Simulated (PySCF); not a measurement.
# TiOF2 (SMILES [O]=[Ti]([F])[F]) at B2PLYP/cc-pVDZ

Aim: the vertical ionisation energy of TiOF2 at B2PLYP/cc-pVDZ, from 2 runs. 

Program for the calculation: PySCF 2.14.0.

6 further runs of the same task are left out: 2 that didn't finish, 4 set aside as unsound or not needed.

## (1) The structure to begin with

TiOF2 has 4 atoms, charge 0, and is taken as a singlet. As SMILES, `[O]=[Ti]([F])[F]`. Geometry: a GFN2-xTB relaxation, a rough one for these elements and not checked as a minimum.

Bond lengths: O1–Ti2 1.596 Å, Ti2–F3 1.722 Å, Ti2–F4 1.721 Å. Angles: O1–Ti2–F3 111.7°, O1–Ti2–F4 111.8°, F3–Ti2–F4 113.6°.

## (2) The energy at B2PLYP/cc-pVDZ

Contents of input.py:

```python
from pyscf import gto, dft, mp

system = gto.Mole()
system.atom = [
    ('O', (0.126060, 0.507440, 1.465250)),
    ('Ti', (-0.303530, -0.166110, 0.083020)),
    ('F', (0.833410, -1.354510, -0.428040)),
    ('F', (-0.655940, 1.013190, -1.120230)),
]
system.max_memory = 1860
system.charge = 0
system.basis = 'cc-pvdz'
system.verbose = 4
system.build()

mf = dft.RKS(system)
mf.xc = '0.53*HF + 0.47*B88, 0.73*LYP'
mf.grids.level = 5
mf.conv_tol = 1e-10
mf.kernel()
if not mf.converged:
    mf = mf.newton().run(mf.mo_coeff, mf.mo_occ)

pt = mp.MP2(mf, frozen=8).run()
e_tot = mf.e_tot + 0.27 * pt.e_corr
print('PT2 part  %.8f' % (0.27 * pt.e_corr))
print('E(%s) = %.9f' % ('B2PLYP', e_tot))
```

On the command line:

```
$ OMP_NUM_THREADS=1 python input.py
```

Log:

```text
PySCF version 2.14.0

[INPUT] num. atoms = 4
[INPUT] num. electrons = 48
[INPUT] charge = 0
[INPUT] spin (= nelec alpha-beta = 2S) = 0
[INPUT] symmetry False subgroup None
[INPUT] Mole.unit = angstrom
[INPUT] Symbol           X                Y                Z      unit          X                Y                Z       unit  Magmom
[INPUT]  1 O      0.126060000000   0.507440000000   1.465250000000 AA    0.238218875263   0.958922624649   2.768921204019 Bohr   0.0
[INPUT]  2 Ti    -0.303530000000  -0.166110000000   0.083020000000 AA   -0.573588570589  -0.313902406552   0.156885062861 Bohr   0.0
[INPUT]  3 F      0.833410000000  -1.354510000000  -0.428040000000 AA    1.574916649474  -2.559652932985  -0.808878370359 Bohr   0.0
[INPUT]  4 F     -0.655940000000   1.013190000000  -1.120230000000 AA   -1.239546954147   1.914651612148  -2.116927896522 Bohr   0.0

nuclear repulsion = 222.651612174616
number of shells = 22
number of NR pGTOs = 200
number of NR cGTOs = 85
basis = cc-pvdz
ecp = {}

******** <class 'pyscf.dft.rks.RKS'> ********
method = RKS
initial guess = minao
damping factor = 0
level_shift factor = 0
DIIS = <class 'pyscf.scf.diis.CDIIS'>
diis_start_cycle = 1
diis_space = 8
diis_damp = 0
SCF conv_tol = 1e-10
SCF conv_tol_grad = None
SCF max_cycles = 50
direct_scf = True
direct_scf_tol = 1e-13
XC library pyscf.dft.libxc version 7.0.0
    S. Lehtola, C. Steigemann, M. J.T. Oliveira, and M. A.L. Marques.,  SoftwareX 7, 1–5 (2018)
XC functionals = 0.53*HF + 0.47*B88, 0.73*LYP
    A. D. Becke.,  Phys. Rev. A 38, 3098 (1988)
    C. Lee, W. Yang, and R. G. Parr.,  Phys. Rev. B 37, 785 (1988)
    B. Miehlich, A. Savin, H. Stoll, and H. Preuss.,  Chem. Phys. Lett. 157, 200 (1989)
radial grids:
    Treutler-Ahlrichs [JCP 102, 346 (1995); DOI:10.1063/1.469408] (M4) radial grids

becke partition: Becke, JCP 88, 2547 (1988); DOI:10.1063/1.454033
pruning grids: <function nwchem_prune>
grids dens level: 5
symmetrized grids: False
atomic radii adjust function: <function treutler_atomic_radii_adjust>
small_rho_cutoff = 0
Set gradient conv threshold to 1e-05
Initial guess from minao.
tot grids = 176016
init E= -1123.57542275721
  HOMO = -0.495285238659092  LUMO = -0.12901126255715  gap/eV = 9.96682
cycle= 1 E= -1123.35918861879  delta_E= 0.216  |g|= 1.53  |ddm|= 4.43
  HOMO = -0.307982950541946  LUMO = -0.27051966642444  gap/eV = 1.01943
cycle= 2 E= -1114.3882709944  delta_E= 8.97  |g|= 6.81  |ddm|= 13.1
  HOMO = -0.319190415122804  LUMO = -0.100073740994354  gap/eV = 5.96247
cycle= 3 E= -1123.80348739816  delta_E= -9.42  |g|= 0.696  |ddm|= 11.9
  HOMO = -0.38705013342215  LUMO = -0.114755801408309  gap/eV = 7.40951
cycle= 4 E= -1123.85182379593  delta_E= -0.0483  |g|= 0.39  |ddm|= 2.11
  HOMO = -0.405544016316367  LUMO = -0.102036579789576  gap/eV = 8.25886
cycle= 5 E= -1123.87743280834  delta_E= -0.0256  |g|= 0.126  |ddm|= 0.514
  HOMO = -0.397436919703602  LUMO = -0.0894243617835961  gap/eV = 8.38145
cycle= 6 E= -1123.87973624696  delta_E= -0.0023  |g|= 0.0699  |ddm|= 0.52
  HOMO = -0.40457132506908  LUMO = -0.0879839057000629  gap/eV = 8.61478
cycle= 7 E= -1123.88070226637  delta_E= -0.000966  |g|= 0.0024  |ddm|= 0.0683
  HOMO = -0.404580981128072  LUMO = -0.0879831047209629  gap/eV = 8.61507
cycle= 8 E= -1123.88070699249  delta_E= -4.73e-06  |g|= 0.00171  |ddm|= 0.00746
  HOMO = -0.404628075674796  LUMO = -0.0880029183757083  gap/eV = 8.61581
cycle= 9 E= -1123.88070886741  delta_E= -1.87e-06  |g|= 0.000441  |ddm|= 0.0059
  HOMO = -0.404680735269574  LUMO = -0.0880036457463111  gap/eV = 8.61722
cycle= 10 E= -1123.88070911965  delta_E= -2.52e-07  |g|= 0.000175  |ddm|= 0.00231
  HOMO = -0.404691970495004  LUMO = -0.0879964050203892  gap/eV = 8.61773
cycle= 11 E= -1123.88070913117  delta_E= -1.15e-08  |g|= 0.000102  |ddm|= 0.000342
  HOMO = -0.404692355999778  LUMO = -0.0879969599496411  gap/eV = 8.61772
cycle= 12 E= -1123.88070913547  delta_E= -4.3e-09  |g|= 2.44e-05  |ddm|= 0.000249
  HOMO = -0.404691222935545  LUMO = -0.0879976773902094  gap/eV = 8.61767
cycle= 13 E= -1123.88070913629  delta_E= -8.15e-10  |g|= 8.71e-06  |ddm|= 0.000113
  HOMO = -0.404689742987601  LUMO = -0.0879969440451243  gap/eV = 8.61765
cycle= 14 E= -1123.88070913639  delta_E= -1.09e-10  |g|= 3.89e-06  |ddm|= 4.07e-05
  HOMO = -0.404689883874747  LUMO = -0.0879971410407308  gap/eV = 8.61765
cycle= 15 E= -1123.88070913641  delta_E= -1.8e-11  |g|= 1.26e-06  |ddm|= 1.59e-05
  HOMO = -0.40468948382857  LUMO = -0.0879971294931261  gap/eV = 8.61764
Extra cycle  E= -1123.88070913641  delta_E= 1.82e-12  |g|= 2.23e-06  |ddm|= 3.59e-06
converged SCF energy = -1123.88070913641

******** <class 'pyscf.mp.mp2.RMP2'> ********
nocc = 16, nmo = 77
frozen orbitals 8
E(RMP2) = -1125.08617393639  E_corr = -1.2054647999827
E(SCS-RMP2) = -1125.00848815724  E_corr = -1.1277790208341
E_corr(same-spin) = -0.367821622090544
E_corr(oppo-spin) = -0.837643177892153
PT2 part  -0.32547550
E(B2PLYP) = -1124.206184632
```

Wall time 11 s (1 thread of AMD EPYC 9R45 (Zen 5), shared host); peak memory 0.43 GiB.

## (3) The doublet cation, same level

Contents of run.py:

```python
from pyscf import gto, dft, mp

mol = gto.M(
    atom='O 0.126060 0.507440 1.465250; Ti -0.303530 -0.166110 0.083020; F 0.833410 -1.354510 -0.428040; F -0.655940 1.013190 -1.120230',
    basis='cc-pvdz',
    charge=1,
    max_memory=1860,
    spin=1,
    verbose=3,
)

mf = dft.UKS(mol, xc='0.53*HF + 0.47*B88, 0.73*LYP')
mf.grids.level = 5
mf.conv_tol = 1e-10
mf.kernel()
if not mf.converged:
    mf = mf.newton().run(mf.mo_coeff, mf.mo_occ)

pt = mp.MP2(mf, frozen=8).run()
energy = mf.e_tot + 0.27 * pt.e_corr
print('PT2 part  %.8f' % (0.27 * pt.e_corr))
print('E(%s) = %.9f' % ('B2PLYP', energy))
```

On the command line:

```
$ OMP_NUM_THREADS=1 python run.py
```

Log:

```text
SCF not converged.
SCF energy = -1123.4358881965 after 50 cycles  <S^2> = 0.76141546  2S+1 = 2.0113831
converged SCF energy = -1123.43588819616  <S^2> = 0.76141492  2S+1 = 2.0113825
E(UMP2) = -1124.55821710729  E_corr = -1.1223289111337
E(SCS-UMP2) = -1124.48970442124  E_corr = -1.05381622508138
PT2 part  -0.30302881
E(B2PLYP) = -1123.738917002
```

Wall time 59 s (1 thread of AMD EPYC 9R45 (Zen 5), shared host); peak memory 0.59 GiB.

## (4) What came out

Level: B2PLYP/cc-pVDZ, 8 core orbitals frozen.

```
                                                                quantity           value
                                             singlet TiOF2: total energy  -1124.20618 Eh
                                 singlet TiOF2: dipole moment (SCF part)          4.28 D
                        singlet TiOF2: HOMO energy (SCF part's orbitals)       -11.01 eV
                        singlet TiOF2: LUMO energy (SCF part's orbitals)        -2.39 eV
                      singlet TiOF2: HOMO–LUMO gap (SCF part's orbitals)         8.62 eV
                                            doublet cation: total energy  -1123.73892 Eh
doublet cation: HOMO energy (SCF part's orbitals) (highest over α and β)       -19.98 eV
 doublet cation: LUMO energy (SCF part's orbitals) (lowest over α and β)       -12.96 eV
                                                    doublet cation: ⟨S²⟩           0.761
                      vertical ionisation energy (to the doublet cation)       12.715 eV
```

**Reading.** The vertical ionisation energy comes to 12.71 eV (293 kcal/mol). −ε(HOMO) before ionisation, 11.01 eV, is 1.70 eV below this ionisation energy. Mulliken charges (singlet TiOF2) run from -0.36 on F3 to +1.06 on Ti2; they depend strongly on the basis. Mulliken charges (doublet cation) run from -0.23 on F3 to +1.46 on Ti2; they depend strongly on the basis.
